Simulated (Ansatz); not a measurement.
# GaC₂ (doublet): relaxing a cheap start

Aim: relax a generated start of GaC₂ (doublet) and see which bonds hold.

Program: Ansatz 0.2.0, Gaussian basis. Level of theory: UKS PBE0/def2-TZVP. These are calculated values, not measurements.

### Step 1. Starting geometry

3 atoms, charge 0, spin multiplicity 2.

Atoms are counted from 1 here; the program's logs count them from 0.

Bond lengths: C1–C2 1.214 Å, C2–Ga3 2.043 Å. Angles: C1–C2–Ga3 180.0°.

The start was built by rule and, where that kept it together, relaxed with GFN2-xTB. Sticks and bond lists go by distance. No spin-orbit coupling is included. 

### Step 2. The run

The input, in.yaml:

```yaml
crystal:
  periodic: [false, false, false]
  atoms:
    - {symbol: C, position_ang: [0.000000, 0.000000, -1.490327]}
    - {symbol: C, position_ang: [0.000000, 0.000000, -0.276177]}
    - {symbol: Ga, position_ang: [0.000000, 0.000000, 1.766504]}
basis:
  gaussian: {orbitals: def2-TZVP}
magnetization: {spin_polarized: true, initial_magnetization: 1}
hamiltonian: {xc: pbe0}
relax: {f_tol: 0.004, max_steps: 80}
```

Run with:

```bash
ansatz run in.yaml --threads 1 --pin off --events-out ev --progress --plain --max-ram 2176MiB
```

What does the calculation give? Wanted: energy gained; shift from the start; total energy; dipole moment; ⟨S²⟩.

As calculated:

| quantity | value |
| --- | --- |
| steps | 5 |
| energy gained | 0.043 eV |
| shift from the start (rms) | 0.032 Å |
| total energy | -54437.9577 eV |
| dipole moment | 2.80 D |
| ⟨S²⟩ | 0.770 |

What this shows: The bonds of the start are those of the end. C2–Ga3 went from 2.043 to 1.967 Å. No vibrations were run, so this is a stationary point, not a proven minimum, and this spin need not be the ground state's.
